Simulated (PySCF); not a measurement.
**Changing the system itself: TeS⁺**

How does TeS⁺ answer to another spin, charge, distance or environment?

The runs use PySCF 2.14.0; each script names its method and basis.

5 further runs of the same task are left out: 5 that didn't finish.

### Step 1. Where the work starts

TeS⁺: 2 atoms, charge 1, spin multiplicity 2.

Bond lengths: Te1–S2 2.525 Å.

### Step 2. The base run

Input file input.py:

```python
from pyscf import gto, scf
from pyscf.hessian import thermo

mol = gto.M(
    atom='Te 0 0 0; S 0 0 2.525',
    basis='def2-svp',
    ecp={'Te': 'def2-svp'},
    charge=1,
    spin=1,
    verbose=4,
)
mf = scf.UHF(mol)
mf.kernel()
hess = mf.Hessian().kernel()
print('wavenumber (cm^-1) =', thermo.harmonic_analysis(mol, hess)['freq_wavenumber'].round(1))
mf.dip_moment()
print('orbital energies (hartree):', [e[max(0, n-3):n+3].round(4) for e, n in zip(mf.mo_energy, mol.nelec)])
```

On the command line:

```console
> OMP_NUM_THREADS=1 python input.py
```

The log of this run is left out.

It gives: E(SCF) = -664.022408 Eh, ⟨S²⟩ = 0.765, wavenumbers 204 cm⁻¹.

The bond length is a typed value, not an optimised one, so the wavenumber is not that of the minimum. The dipole of an ion depends on the origin.

### Step 3. Bond 2.601 Å

Edit 1 changes bond length: 2.525 Å → 2.601 Å.

Input file input.py:

```python
from pyscf import gto, scf
from pyscf.hessian import thermo

mol = gto.M(
    atom='Te 0 0 0; S 0 0 2.601',
    basis='def2-svp',
    ecp={'Te': 'def2-svp'},
    charge=1,
    spin=1,
    verbose=4,
)
mf = scf.UHF(mol)
mf.kernel()
hess = mf.Hessian().kernel()
print('wavenumber (cm^-1) =', thermo.harmonic_analysis(mol, hess)['freq_wavenumber'].round(1))
mf.dip_moment()
print('orbital energies (hartree):', [e[max(0, n-3):n+3].round(4) for e, n in zip(mf.mo_energy, mol.nelec)])
```

On the command line:

```console
> OMP_NUM_THREADS=1 python input.py
```

### Step 4. Quartet

Edit 2 changes spin (2S): 1 → 3.

Edit input.py of step 2 so:

```diff
@@ -8,3 +8,3 @@
     charge=1,
-    spin=1,
+    spin=3,
     verbose=4,
```

### Step 5. Sextet

Edit 3 changes spin (2S): 1 → 5.

Edit input.py of step 2 so:

```diff
@@ -8,3 +8,3 @@
     charge=1,
-    spin=1,
+    spin=5,
     verbose=4,
```

Q: Predict the outcome of this session. Wanted: for each run, E(SCF); from base; gap, α spin; after the SCF.

As calculated:

| run | E(SCF) (hartree) | from base (eV) | cycles | gap, α spin (eV) | after the SCF |
| --- | --- | --- | --- | --- | --- |
| base | -664.022408 | 0 | 23 | 7.42 | highest mode 204 cm⁻¹ |
| bond 2.601 Å | -664.004805 | +0.4790 | 26 | 7.06 | highest mode 89 cm⁻¹ |
| quartet | -663.998507 | +0.6504 | 19 | 10.24 | n/a |
| sextet | -663.991157 | +0.8504 | 13 | 17.47 | highest mode 397 cm⁻¹ |

What this shows: Of the runs whose energies can be compared, “sextet” moves the SCF energy most (+0.850 eV). The quartet solution found lies 0.65 eV above the base doublet at this geometry and level. The sextet solution found lies 0.85 eV above the base doublet at this geometry and level.
